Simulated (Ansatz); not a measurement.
# CH₅OSSi radical: one species, many methods

An exercise on one series of results from a longer session: the logs are not shown, and one member is left open.

The runs use Ansatz 0.2.0, Gaussian basis; functionals in def2-TZVPP, the program's frozen cores in correlated methods.

The runs, in order: LDA (SPW92), PBE-D4, revPBE-D4, BLYP-D4, r2SCAN-D4, B97M-V, PBE0-D4, B3LYP-D4, r2SCANh-D4, r2SCAN0-D4, HSE06-D4, BHLYP-D4, CAM-B3LYP-D4, LC-ωPBE, ωB97X-V, ωB97M-V, B2PLYP, PBE-QIDH; CCSD(T)/def2-SVP; CCSD(T)/def2-TZVPP; MP2/def2-QZVPP; extrapolation to the limit; RPA on PBE.

## Structure used throughout

The geometry comes from an earlier relaxation with PBE0-D4 in a triple-zeta def2 set; it is a stationary point, not always the lowest conformer.

SMILES `CO[SiH]S`, 9 atoms, charge 0, spin multiplicity 2.

Atoms are counted from 1 here; the program's logs count them from 0.

Bond lengths: C1–O2 1.412 Å, C1–H5 1.091 Å, C1–H6 1.094 Å, C1–H7 1.096 Å, O2–Si3 1.644 Å, Si3–S4 2.127 Å, Si3–H8 1.498 Å, S4–H9 1.344 Å. Angles: O2–C1–H5 108.0°, O2–C1–H6 111.2°, O2–C1–H7 111.7°, H5–C1–H6 108.7°, H5–C1–H7 108.6°, H6–C1–H7 108.7°, C1–O2–Si3 123.5°, O2–Si3–S4 110.4°, O2–Si3–H8 109.7°, S4–Si3–H8 105.2°, Si3–S4–H9 94.8°.

Geometry (Å):

| atom | x (Å) | y (Å) | z (Å) |
| --- | --- | --- | --- |
| C1 | -1.4127 | 0.4283 | 0.5423 |
| O2 | -0.0088 | 0.3496 | 0.4180 |
| Si3 | 0.7522 | -0.3721 | -0.8486 |
| S4 | 2.8064 | -0.6890 | -0.3971 |
| H5 | -1.6444 | 0.6978 | 1.5737 |
| H6 | -1.8257 | 1.1946 | -0.1210 |
| H7 | -1.8932 | -0.5301 | 0.3155 |
| H8 | 0.1824 | -1.7395 | -1.0678 |
| H9 | 3.1322 | 0.6142 | -0.4321 |

Set-up of the first run:

in.yaml reads:

```yaml
crystal:
  periodic: [false, false, false]
  atoms:
    - {symbol: C, position_ang: [-1.412664, 0.428349, 0.542316]}
    - {symbol: O, position_ang: [-0.008768, 0.349576, 0.417959]}
    - {symbol: Si, position_ang: [0.752235, -0.372083, -0.848616]}
    - {symbol: S, position_ang: [2.806361, -0.689023, -0.397105]}
    - {symbol: H, position_ang: [-1.644360, 0.697786, 1.573673]}
    - {symbol: H, position_ang: [-1.825727, 1.194570, -0.120983]}
    - {symbol: H, position_ang: [-1.893231, -0.530143, 0.315493]}
    - {symbol: H, position_ang: [0.182413, -1.739538, -1.067845]}
    - {symbol: H, position_ang: [3.132239, 0.614209, -0.432093]}
basis:
  gaussian: {orbitals: def2-TZVPP}
magnetization: {spin_polarized: true, initial_magnetization: 1}
hamiltonian: {xc: lda}
output: {orbitals: {seedname: orbitals}}
```

Run with:

```bash
> ansatz run in.yaml --threads 4 --pin off --events-out ev --progress --plain --max-ram 10444MiB
```

Among the steps run: LDA; PBE-D4 (GGA); revPBE-D4 (GGA); BLYP-D4 (GGA); r2SCAN-D4 (meta-GGA); B97M-V (meta-GGA); B3LYP-D4 (hybrid); r2SCANh-D4 (hybrid); r2SCAN0-D4 (hybrid); HSE06-D4 (hybrid); BHLYP-D4 (hybrid); CAM-B3LYP-D4 (range-separated); LC-ωPBE (range-separated); ωB97X-V (range-separated); ωB97M-V (range-separated); B2PLYP (double hybrid); PBE-QIDH (double hybrid).

One table of the session follows, with a row left open; its other results are not shown here.

It belongs to the step «Frontier levels by functional». 

| functional | HOMO (eV) | LUMO (eV) | gap (eV) |
| --- | --- | --- | --- |
| LDA (SPW92) | -4.63 | -3.56 | 1.07 |
| PBE-D4 | -4.66 | -3.16 | 1.50 |
| revPBE-D4 | -4.64 | -3.02 | 1.62 |
| BLYP-D4 | -4.46 | -3.18 | 1.28 |
| r2SCAN-D4 | -5.01 | -2.72 | 2.29 |
| B97M-V | -4.76 | -3.27 | 1.49 |
| PBE0-D4 | -5.83 | -2.26 | 3.57 |
| B3LYP-D4 | -5.55 | -2.65 | 2.90 |
| r2SCANh-D4 | -5.44 | -2.42 | 3.02 |
| r2SCAN0-D4 | -6.08 | -1.98 | 4.10 |
| HSE06-D4 | -5.43 | -2.64 | 2.79 |
| BHLYP-D4 | -6.83 | -1.48 | 5.34 |
| CAM-B3LYP-D4 | -7.04 | -1.38 | 5.66 |
| LC-ωPBE | -8.45 | 0.03 | 8.47 |
| ωB97X-V | ? | ? | ? |
| ωB97M-V | -7.59 | -0.67 | 6.92 |

Q: Estimate the row for ωB97X-V from the others.

The run gave: HOMO (eV): -7.96; LUMO (eV): -0.51; gap (eV): 7.44. In the column «HOMO (eV)» it lies between LC-ωPBE (-8.45) and ωB97M-V (-7.59).
